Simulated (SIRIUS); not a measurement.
# TaSi7 (Fm-3m) in SIRIUS: reference runs

Reference runs on TaSi7: the cell as given.

All numbers are computed with SIRIUS 7.10.0; they aren't measurements. Logs are shortened: lines on timing, memory, paths and dates and some standing lists are left out, and cuts for length are marked. The log counts tension as positive stress, the text compression.

### 1 The crystal as given

It takes space group Fm-3m (No. 225, cubic). The conventional cell has a = 9.537 Å, b = 9.537 Å, c = 9.537 Å, α = 90.00°, β = 90.00°, γ = 90.00°. Ta (site symmetry m-3m) is surrounded by 6 Si at 2.46 Å. Around Si (site symmetry 4mm) lie 1 Si at 2.30 Å and 1 Ta at 2.46 Å. Si (site symmetry m-3m) has 6 Si at 2.30 Å as nearest neighbours.

The cell was built by a generator and needn't be a form met in nature.

### 2 Single point, PBE

Contents of sirius.json:

```json
{
  "control": {
    "processing_unit": "cpu",
    "verbosity": 2,
    "num_bands_to_print": 30,
    "print_forces": true,
    "print_stress": true
  },
  "parameters": {
    "electronic_structure_method": "pseudopotential",
    "xc_functionals": ["XC_GGA_X_PBE", "XC_GGA_C_PBE"],
    "gk_cutoff": 7.7,
    "pw_cutoff": 15.4,
    "ngridk": [5, 5, 5],
    "shiftk": [0, 0, 0],
    "smearing": "fermi_dirac",
    "smearing_width": 0.0018374661,
    "num_bands": 30,
    "num_mag_dims": 0,
    "num_dft_iter": 100,
    "energy_tol": 1e-08,
    "density_tol": 1e-06
  },
  "iterative_solver": {
    "type": "davidson",
    "min_tolerance": 1e-09,
    "tolerance_scale": [0.1, 0.25]
  },
  "mixer": {
    "type": "anderson",
    "beta": 0.7,
    "max_history": 8
  },
  "settings": {
    "tol_ne": 1e-10,
    "pseudo_grid_cutoff": 6.5
  },
  "unit_cell": {
    "lattice_vectors": [
      [0.0, 9.010686593747, 9.010686593747],
      [9.010686593747, 0.0, 9.010686593747],
      [9.010686593747, 9.010686593747, 0.0]
    ],
    "atom_coordinate_units": "lattice",
    "atom_types": ["Ta", "Si"],
    "atom_files": {
      "Ta": "Ta.json",
      "Si": "Si.json"
    },
    "atoms": {
      "Ta": [
        [0.0, 0.0, 0.0]
      ],
      "Si": [
        [0.74162, 0.25838, 0.25838],
        [0.25838, 0.74162, 0.74162],
        [0.25838, 0.74162, 0.25838],
        [0.74162, 0.25838, 0.74162],
        [0.25838, 0.25838, 0.74162],
        [0.74162, 0.74162, 0.25838],
        [0.5, 0.5, 0.5]
      ]
    }
  }
}
```

Potentials or basis: PseudoDojo 0.4.1 PBE standard (scalar relativistic).

Run with:

```console
$ upf_to_json Ta.upf
$ upf_to_json Si.upf
$ OMP_NUM_THREADS=1 sirius.scf --input=sirius.json --output=out.json --task=0
```

Output:

```text
[info] SIRIUS version : 7.10.0
[info] number of MPI ranks           : 1
[info] MPI grid                      : 1 1
[info] maximum number of OMP threads : 1
[fft] FFT context for density and potential
[fft] =====================================
[fft]   comm size                             : 1
[fft]   plane wave cutoff                     : 15.4
[fft]   grid size                             : 72 72 72   total : 373248
[fft]   grid limits                           : -35 36   -35 36   -35 36
[fft]   number of G-vectors within the cutoff : 45065
[fft]   local number of G-vectors             : 45065
[fft]   number of G-shells                    : 2266
[fft] FFT context for coarse grid
[fft] =====================================
[fft]   comm size                             : 1
[fft]   plane wave cutoff                     : 15.4
[fft]   grid size                             : 72 72 72   total : 373248
[fft]   grid limits                           : -35 36   -35 36   -35 36
[fft]   number of G-vectors within the cutoff : 45065
[fft]   local number of G-vectors             : 45065
[fft]   number of G-shells                    : 2266
[unit cell] lattice vectors
[unit cell]   a1 :       0.0000000000      9.0106865937      9.0106865937
[unit cell]   a2 :       9.0106865937      0.0000000000      9.0106865937
[unit cell]   a3 :       9.0106865937      9.0106865937      0.0000000000
[unit cell] reciprocal lattice vectors
[unit cell]   b1 :      -0.3486518614      0.3486518614      0.3486518614
[unit cell]   b2 :       0.3486518614     -0.3486518614      0.3486518614
[unit cell]   b3 :       0.3486518614      0.3486518614     -0.3486518614
[unit cell] unit cell volume :      1463.19985398 [a.u.^3]
[unit cell] 1/sqrt(omega)    :         0.02614256
[unit cell] MT volume        :         0.00000000 ( 0.00%)
[unit cell] IT volume        :      1463.19985398 (100.00%)
[unit cell] number of atom types : 2
[unit cell] type id : 0 symbol : Ta mt_radius :  14.490000 num_atoms : 1
[unit cell] type id : 1 symbol : Si mt_radius :  15.090000 num_atoms : 7
[unit cell] total number of atoms : 8
[unit cell] number of symmetry classes : 3
[unit cell] number of PAW atoms : 0
[unit cell] atom id  type id  class id             position                      vector_field
[unit cell] ------------------------------------------------------------------------------------------
[unit cell]      0        0        0      0.00000   0.00000   0.00000      0.00000   0.00000   0.00000
[unit cell]      1        1        1      0.74162   0.25838   0.25838      0.00000   0.00000   0.00000
[unit cell]      2        1        1      0.25838   0.74162   0.74162      0.00000   0.00000   0.00000
[unit cell]      3        1        1      0.25838   0.74162   0.25838      0.00000   0.00000   0.00000
[unit cell]      4        1        1      0.74162   0.25838   0.74162      0.00000   0.00000   0.00000
[unit cell]      5        1        1      0.25838   0.25838   0.74162      0.00000   0.00000   0.00000
[unit cell]      6        1        1      0.74162   0.74162   0.25838      0.00000   0.00000   0.00000
[unit cell]      7        1        2      0.50000   0.50000   0.50000      0.00000   0.00000   0.00000
[unit cell] atom id         position (Cartesian, a.u.)
[unit cell] ---------------------------------------------
[unit cell]      0       0.000000    0.000000    0.000000
[unit cell]      1       4.656362    9.010687    9.010687
[unit cell]      2      13.365011    9.010687    9.010687
[unit cell]      3       9.010687    4.656362    9.010687
[unit cell]      4       9.010687   13.365011    9.010687
[unit cell]      5       9.010687    9.010687    4.656362
[unit cell]      6       9.010687    9.010687   13.365011
[unit cell]      7       9.010687    9.010687    9.010687
[unit cell] class id : 0 atom id : 0
[unit cell] class id : 1 atom id : 1 2 3 4 5 6
[unit cell] class id : 2 atom id : 7
[unit cell] minimum bond length:     4.354324
[unit cell] total number of pseudo wave-functions: 38
[sym] space group number   : 225
[sym] international symbol : Fm-3m
[sym] Hall symbol          : -F 4 2 3
[sym] space group transformation matrix :
[sym]   0.0000  0.5000  0.5000
[sym]   0.5000  0.0000  0.5000
[sym]   0.5000  0.5000  0.0000
[... 326 lines left out ...]
[find] <mag|B^{XC}>                   :       0.00000000
[find] <rho|V^{H}>                    :      55.99564404
[find] one-electron contribution      :     -45.91695573 (Ha),     -91.83391145 (Ry)
[find] hartree contribution           :      27.99782202
[find] xc contribution                :     -25.26151613
[find] ewald contribution             :     -51.23287742
[find] PAW contribution               :       0.00000000
[find] smearing (-TS)                 :      -0.00099685
[find] SCF correction                 :      -0.00001088
[find] Total energy                   :     -94.41353813 (Ha),    -188.82707626 (Ry)
[find] Free energy (E-TS)             :     -94.41453498 (Ha),    -188.82906996 (Ry)
[find] band gap (eV)                  :       0.00000000
[find] Efermi                         :       0.16102081
[find] iteration : 13, RMS : 2.201958448618e-08, energy difference : 9.222389962815e-09
[find] Hartree energy of density residual : 6.780577016045e-12
[find] bands are converged : true
[find] iterative solver converged : true
[find] converged after 14 SCF iterations!
[find] Charges and magnetic moments
[find] --------------------------------------------------------------------------------
[find] total charge          : 41.000000
[find] Energy
[find] --------------------------------------------------------------------------------
[find] valence_eval_sum               :     -10.95788483
[find] <rho|V^{XC}>                   :     -21.03657315
[find] <rho|E^{XC}>                   :     -25.26151613
[find] <mag|B^{XC}>                   :       0.00000000
[find] <rho|V^{H}>                    :      55.99564404
[find] one-electron contribution      :     -45.91695573 (Ha),     -91.83391145 (Ry)
[find] hartree contribution           :      27.99782202
[find] xc contribution                :     -25.26151613
[find] ewald contribution             :     -51.23287742
[find] PAW contribution               :       0.00000000
[find] smearing (-TS)                 :      -0.00099685
[find] SCF correction                 :      -0.00001088
[find] Total energy                   :     -94.41353813 (Ha),    -188.82707626 (Ry)
[find] Free energy (E-TS)             :     -94.41453498 (Ha),    -188.82906996 (Ry)
[find] band gap (eV)                  :       0.00000000
[find] Efermi                         :       0.16102081
[ground_state] === stress tensor components [kbar] ===
[ground_state] === stress_kin ===
[ground_state] -3674.144720   -0.000000   -0.000000
[ground_state]    -0.000000-3674.144720    0.000000
[ground_state]    -0.000000    0.000000-3674.144720
[ground_state] === stress_har ===
[ground_state] -1876.536215   -0.000000    0.000000
[ground_state]    -0.000000-1876.536215    0.000000
[ground_state]     0.000000    0.000000-1876.536215
[ground_state] === stress_ewald ===
[ground_state]  3433.851027    0.000000    0.000000
[ground_state]     0.000000 3433.851027   -0.000000
[ground_state]     0.000000   -0.000000 3433.851027
[ground_state] === stress_vloc ===
[ground_state]  3302.612598    0.000000    0.000000
[ground_state]     0.000000 3302.612598   -0.000000
[ground_state]     0.000000   -0.000000 3302.612598
[ground_state] === stress_xc ===
[ground_state]  -811.178759   -0.000000    0.000000
[ground_state]    -0.000000 -811.178759    0.000000
[ground_state]     0.000000    0.000000 -811.178759
[ground_state] === stress_core ===
[ground_state]  2074.018619    0.000000   -0.000000
[ground_state]     0.000000 2074.018619   -0.000000
[ground_state]    -0.000000   -0.000000 2074.018619
[ground_state] === stress_nonloc ===
[ground_state] -2450.172502   -0.000000    0.000000
[ground_state]    -0.000000-2450.172502    0.000000
[ground_state]     0.000000    0.000000-2450.172502
[ground_state] === stress_us_nl ===
[ground_state] -2450.172502   -0.000000    0.000000
[ground_state]    -0.000000-2450.172502    0.000000
[ground_state]     0.000000    0.000000-2450.172502
[ground_state] === stress_total ===
[ground_state]    -1.549952   -0.000000   -0.000000
[ground_state]    -0.000000   -1.549952   -0.000000
[ground_state]    -0.000000   -0.000000   -1.549952
[ground_state] ==== total Forces in Ha/bohr =====
[ground_state] atom:    0, force:       0.0000000      0.0000000      0.0000000
[ground_state] atom:    1, force:      -0.0004423     -0.0000000      0.0000000
[ground_state] atom:    2, force:       0.0004423      0.0000000      0.0000000
[ground_state] atom:    3, force:       0.0000000     -0.0004423     -0.0000000
[ground_state] atom:    4, force:       0.0000000      0.0004423      0.0000000
[ground_state] atom:    5, force:      -0.0000000      0.0000000     -0.0004423
[ground_state] atom:    6, force:       0.0000000      0.0000000      0.0004423
[ground_state] atom:    7, force:       0.0000000      0.0000000      0.0000000
[ground_state] ==== ultrasoft contribution from Qij =====
[ground_state] atom:    0, force:       0.0000000      0.0000000      0.0000000
[ground_state] atom:    1, force:       0.0000000      0.0000000      0.0000000
[ground_state] atom:    2, force:       0.0000000      0.0000000      0.0000000
[ground_state] atom:    3, force:       0.0000000      0.0000000      0.0000000
[ground_state] atom:    4, force:       0.0000000      0.0000000      0.0000000
[ground_state] atom:    5, force:       0.0000000      0.0000000      0.0000000
[ground_state] atom:    6, force:       0.0000000      0.0000000      0.0000000
[ground_state] atom:    7, force:       0.0000000      0.0000000      0.0000000
[ground_state] ==== non-local contribution from Beta-projector =====
[ground_state] atom:    0, force:       0.0000000      0.0000000      0.0000000
[ground_state] atom:    1, force:       0.0201719      0.0000000      0.0000000
[ground_state] atom:    2, force:      -0.0201719      0.0000000      0.0000000
[ground_state] atom:    3, force:       0.0000000      0.0201719      0.0000000
[ground_state] atom:    4, force:       0.0000000     -0.0201719      0.0000000
[ground_state] atom:    5, force:      -0.0000000      0.0000000      0.0201719
[ground_state] atom:    6, force:       0.0000000      0.0000000     -0.0201719
[ground_state] atom:    7, force:       0.0000000      0.0000000      0.0000000
[ground_state] ==== contribution from local potential =====
[ground_state] atom:    0, force:       0.0000000      0.0000000      0.0000000
[ground_state] atom:    1, force:      -0.9930393     -0.0000000      0.0000000
[ground_state] atom:    2, force:       0.9930393     -0.0000000      0.0000000
[ground_state] atom:    3, force:       0.0000000     -0.9930393     -0.0000000
[ground_state] atom:    4, force:      -0.0000000      0.9930393     -0.0000000
[ground_state] atom:    5, force:      -0.0000000      0.0000000     -0.9930393
[ground_state] atom:    6, force:       0.0000000     -0.0000000      0.9930393
[ground_state] atom:    7, force:       0.0000000      0.0000000      0.0000000
[ground_state] ==== contribution from core density =====
[ground_state] atom:    0, force:       0.0000000      0.0000000      0.0000000
[ground_state] atom:    1, force:      -0.0010380     -0.0000000      0.0000000
[ground_state] atom:    2, force:       0.0010380      0.0000000      0.0000000
[ground_state] atom:    3, force:       0.0000000     -0.0010380     -0.0000000
[ground_state] atom:    4, force:       0.0000000      0.0010380      0.0000000
[ground_state] atom:    5, force:      -0.0000000     -0.0000000     -0.0010380
[ground_state] atom:    6, force:       0.0000000      0.0000000      0.0010380
[ground_state] atom:    7, force:       0.0000000      0.0000000      0.0000000
[ground_state] ==== Ewald forces from ions =====
[ground_state] atom:    0, force:       0.0000000      0.0000000      0.0000000
[ground_state] atom:    1, force:       0.9734635      0.0000000      0.0000000
[ground_state] atom:    2, force:      -0.9734635      0.0000000      0.0000000
[ground_state] atom:    3, force:       0.0000000      0.9734635     -0.0000000
[ground_state] atom:    4, force:       0.0000000     -0.9734635      0.0000000
[ground_state] atom:    5, force:       0.0000000      0.0000000      0.9734635
[ground_state] atom:    6, force:       0.0000000      0.0000000     -0.9734635
[ground_state] atom:    7, force:       0.0000000      0.0000000      0.0000000
[~DFT_ground_state] local op. applied: 12380
[~DFT_ground_state] evp. work count: 1832.51
[~DFT_ground_state] number of iterative solver steps: 818
```

Wall time 3 min (1 thread of Arm Neoverse V2, shared host); peak memory 0.82 GiB.

Results:

- Free energy: -2569.1504 eV
- Pressure: 0.2 GPa
- Largest force: 0.023 eV/Å
- Band gap on the k mesh: none (metal or under the smearing width)

Forces in eV/Å, atoms in the order of the input:
```
Ta   0.000  0.000  0.000
Si  -0.023  0.000  0.000
Si   0.023  0.000  0.000
Si   0.000 -0.023  0.000
Si   0.000  0.023  0.000
Si   0.000  0.000 -0.023
Si   0.000  0.000  0.023
Si   0.000  0.000  0.000
```
